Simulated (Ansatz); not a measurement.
# ScGe+ (quintet): wave-function methods side by side at distance Sc1–Ge2 = 2.037 Å, def2-SVP

One table from this session's results is given with a row withheld; the runs are named, their logs left out.

Program: Ansatz 0.2.0, Gaussian basis. Level of theory: def2-SVP, core rule «outside noble gas», up to 23 orbitals frozen. These are calculated values, not measurements.

The runs, in order: UHF; CCSD(T) on ROHF; CCSD(T) on UHF; CISD as a restricted active space (open shells left free, so some higher excitations enter); CCSDT(Q) on ROHF; CCSDT(Q) on UHF; CASSCF and MRCISD+Q, 6 electrons in 6 orbitals; CASSCF and NEVPT2, 6 electrons in 6 orbitals; Full CI.

55 further runs of the same task are left out: 27 for a known fault of the program, 22 that didn't finish, 6 set aside as unsound or not needed. Runs told in other sessions of the task aren't counted.

## The geometry

The geometry derives from a PBE0/def2-TZVP stationary point (not a proven minimum). One bond is set to the value named and the two fragments are kept rigid. No spin-orbit coupling is included. The filled d shell of Ge may be among the frozen orbitals whatever the setting's name suggests.

2 atoms, charge 1, spin multiplicity 5.

Atoms are counted from 1 here; the program's logs count them from 0.

Bond lengths: Sc1–Ge2 2.037 Å.

Coordinates:

```xyz
2
GeSc
Sc    0.0000    0.0000    0.0000
Ge    0.0000    0.0000    2.0370
```

The first run:

in.yaml

```yaml
crystal:
  periodic: [false, false, false]
  atoms:
    - {symbol: Sc, position_ang: [0.000000, 0.000000, 0.000000]}
    - {symbol: Ge, position_ang: [0.000000, 0.000000, 2.037000]}
basis:
  gaussian: {orbitals: def2-SVP}
total_charge: 1
magnetization: {spin_polarized: true, initial_magnetization: 4}
hamiltonian: {xc: hf}
output: {orbitals: {seedname: orbitals}}
```

The run is started by

```
$ ansatz run in.yaml --threads 1 --pin off --events-out ev --progress --plain --max-ram 2393MiB
```

Steps of the session up to this table: UHF; CCSD(T) on ROHF; CCSD(T) on UHF; CISD as a restricted active space (open shells left free, so some higher excitations enter); CCSDT(Q) on ROHF; CCSDT(Q) on UHF; CASSCF and MRCISD+Q, 6 electrons in 6 orbitals; CASSCF and NEVPT2, 6 electrons in 6 orbitals; Full CI.

One of the session's tables, all rows but one given; the rest of the session is left out.

```
       method  from FCI (kJ/mol)
         ROHF             +248.9
          UHF             +241.7
         RMP2              +64.7
         UMP2                  ?
        RCCSD              +13.4
        UCCSD              +10.1
     RCCSD(T)               +3.5
     UCCSD(T)               +0.4
       RCCSDT               +0.4
       UCCSDT               -2.8
    RCCSDT(Q)               -0.2
    UCCSDT(Q)               -3.4
  CASSCF pair             +219.6
  NEVPT2 pair              +69.9
  MRCISD pair              +18.3
MRCISD+Q pair               +1.9
          FCI                  0
```

**Question.** Estimate the row for UMP2.

**Answer.** from FCI (kJ/mol): +63.3. In the column «from FCI (kJ/mol)» it lies between MRCISD pair (+18.3) and RMP2 (+64.7).

Not comparable, so not listed: CISD as a restricted active space (open shells left free, so some higher excitations enter) (they don't share determinant, frozen orbitals or solution with the rows shown, or repeat one).

To keep in mind: UCCSDT, UCCSDT(Q) fall below full CI: unrestricted runs freeze a spin-polarised core, another one than full CI's, and coupled cluster isn't variational. Levels on UHF freeze UHF's core orbitals, full CI those of ROHF, so the U rows can settle a little off it for that reason alone. Restricted and unrestricted rows rest on different reference determinants; a gap between their highest levels can come from leftover correlation error, from unlike frozen cores or from another state.
